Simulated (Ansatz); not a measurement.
# C6H18FN3Zr: up Jacob's ladder to CCSD(T)

An exercise on one series of results from a longer session: the logs are not shown, and one member is left open.

Computed with Ansatz 0.2.0, Gaussian basis. Level: functionals in def2-TZVPP, the program's frozen cores in correlated methods.

Levels to be run: LDA (SPW92), PBE-D4, revPBE-D4, BLYP-D4, r2SCAN-D4, B97M-V, PBE0-D4, B3LYP-D4, r2SCANh-D4, r2SCAN0-D4, HSE06-D4, BHLYP-D4, CAM-B3LYP-D4, LC-ωPBE, ωB97X-V, ωB97M-V, B2PLYP, PBE-QIDH; CCSD(T)/def2-SVP; CCSD(T)/def2-TZVPP; MP2/def2-QZVPP; extrapolation to the limit; RPA on PBE.

## The relaxed structure

All runs share one geometry, relaxed beforehand with PBE0-D4 in a triple-zeta def2 set. Zr takes the def2 core potential; no spin-orbit term is included.

SMILES `C[N](C)[Zr]([F])([N](C)C)[N](C)C`, 29 atoms, charge 0, spin multiplicity 1.

Atoms are counted from 1 here; the program's logs count them from 0.

Bond lengths: C1–N2 1.444 Å, C1–H12 1.100 Å, C1–H13 1.100 Å, C1–H14 1.099 Å, N2–C3 1.438 Å, N2–Zr4 2.034 Å, C3–H15 1.100 Å, C3–H16 1.101 Å, C3–H17 1.092 Å, Zr4–F5 1.951 Å, Zr4–N6 2.034 Å, Zr4–N9 2.034 Å, N6–C7 1.438 Å, N6–C8 1.444 Å, C7–H18 1.092 Å, C7–H19 1.100 Å, C7–H20 1.101 Å, C8–H21 1.099 Å and more. Angles: N2–C1–H12 111.9°, N2–C1–H13 112.2°, N2–C1–H14 111.1°, H12–C1–H13 107.6°, H12–C1–H14 106.9°, H13–C1–H14 106.9°, C1–N2–C3 112.9°, C1–N2–Zr4 114.6°, C3–N2–Zr4 132.4°, N2–C3–H15 111.6°, N2–C3–H16 111.8°, N2–C3–H17 110.4°, H15–C3–H16 107.0°, H15–C3–H17 107.8°, H16–C3–H17 108.0°, N2–Zr4–F5 111.6°, N2–Zr4–N6 107.2°, N2–Zr4–N9 107.3° and more.

The first run:

in.yaml

```yaml
crystal:
  periodic: [false, false, false]
  atoms:
    - {symbol: C, position_ang: [-2.703196, 0.156558, -1.320305]}
    - {symbol: N, position_ang: [-1.658426, -0.606539, -0.679296]}
    - {symbol: C, position_ang: [-2.119534, -1.869771, -0.169882]}
    - {symbol: Zr, position_ang: [0.183702, 0.252414, -0.752661]}
    - {symbol: F, position_ang: [0.622051, 0.858419, -2.554312]}
    - {symbol: N, position_ang: [0.183353, 1.792167, 0.576407]}
    - {symbol: C, position_ang: [-0.788179, 2.241291, 1.536831]}
    - {symbol: C, position_ang: [1.342593, 2.649940, 0.506152]}
    - {symbol: N, position_ang: [1.519915, -1.125969, -0.080491]}
    - {symbol: C, position_ang: [1.810764, -2.189451, -1.012768]}
    - {symbol: C, position_ang: [2.294732, -1.213264, 1.127880]}
    - {symbol: H, position_ang: [-3.513656, 0.410135, -0.620954]}
    - {symbol: H, position_ang: [-3.150810, -0.383137, -2.167613]}
    - {symbol: H, position_ang: [-2.314811, 1.105022, -1.715850]}
    - {symbol: H, position_ang: [-2.903725, -1.737919, 0.590718]}
    - {symbol: H, position_ang: [-2.544807, -2.500865, -0.965095]}
    - {symbol: H, position_ang: [-1.295659, -2.417834, 0.291948]}
    - {symbol: H, position_ang: [-1.651925, 1.573229, 1.545890]}
    - {symbol: H, position_ang: [-0.370787, 2.264713, 2.554712]}
    - {symbol: H, position_ang: [-1.146147, 3.257548, 1.311941]}
    - {symbol: H, position_ang: [2.054921, 2.291636, -0.249470]}
    - {symbol: H, position_ang: [1.883752, 2.686934, 1.463236]}
    - {symbol: H, position_ang: [1.078966, 3.681996, 0.232383]}
    - {symbol: H, position_ang: [2.868634, -2.199568, -1.313454]}
    - {symbol: H, position_ang: [1.574140, -3.178510, -0.593263]}
    - {symbol: H, position_ang: [1.218992, -2.082835, -1.932101]}
    - {symbol: H, position_ang: [3.375872, -1.182913, 0.923634]}
    - {symbol: H, position_ang: [2.095476, -2.149852, 1.670027]}
    - {symbol: H, position_ang: [2.053800, -0.383574, 1.795746]}
basis:
  gaussian: {orbitals: def2-TZVPP}
hamiltonian: {xc: lda}
output: {orbitals: {seedname: orbitals}}
```

Started as:

```
$ ansatz run in.yaml --threads 11 --pin off --events-out ev --progress --plain --max-ram 110592MiB --backend cuda --devices 0, --max-vram 75GiB
```

Among the steps run: LDA; PBE-D4 (GGA); revPBE-D4 (GGA); BLYP-D4 (GGA); r2SCAN-D4 (meta-GGA); B97M-V (meta-GGA); B3LYP-D4 (hybrid); r2SCANh-D4 (hybrid); r2SCAN0-D4 (hybrid); HSE06-D4 (hybrid); BHLYP-D4 (hybrid); CAM-B3LYP-D4 (range-separated); LC-ωPBE (range-separated); ωB97X-V (range-separated); ωB97M-V (range-separated); B2PLYP (double hybrid); PBE-QIDH (double hybrid).

One of the session's tables, all rows but one given; the rest of the session is left out.

It belongs to the step «Frontier levels by functional». 

| functional | HOMO (eV) | gap (eV) |
| --- | --- | --- |
| LDA (SPW92) | -5.01 | 4.09 |
| PBE-D4 | -4.88 | 4.17 |
| revPBE-D4 | -4.82 | 4.20 |
| BLYP-D4 | -4.77 | 4.17 |
| r2SCAN-D4 | -5.09 | 4.61 |
| B97M-V | -5.25 | 4.68 |
| PBE0-D4 | -6.12 | 6.25 |
| B3LYP-D4 | -5.92 | 5.81 |
| r2SCANh-D4 | -5.56 | 5.40 |
| r2SCAN0-D4 | -6.28 | 6.59 |
| HSE06-D4 | -5.72 | 5.50 |
| BHLYP-D4 | -7.32 | 7.99 |
| CAM-B3LYP-D4 | -7.47 | 8.29 |
| LC-ωPBE | ? | ? |
| ωB97X-V | -8.46 | 10.17 |
| ωB97M-V | -8.40 | 9.59 |

Estimate the missing values for LC-ωPBE.

**Answer.** HOMO (eV): -8.76; gap (eV): 10.69. In the column «HOMO (eV)» it is the lowest.
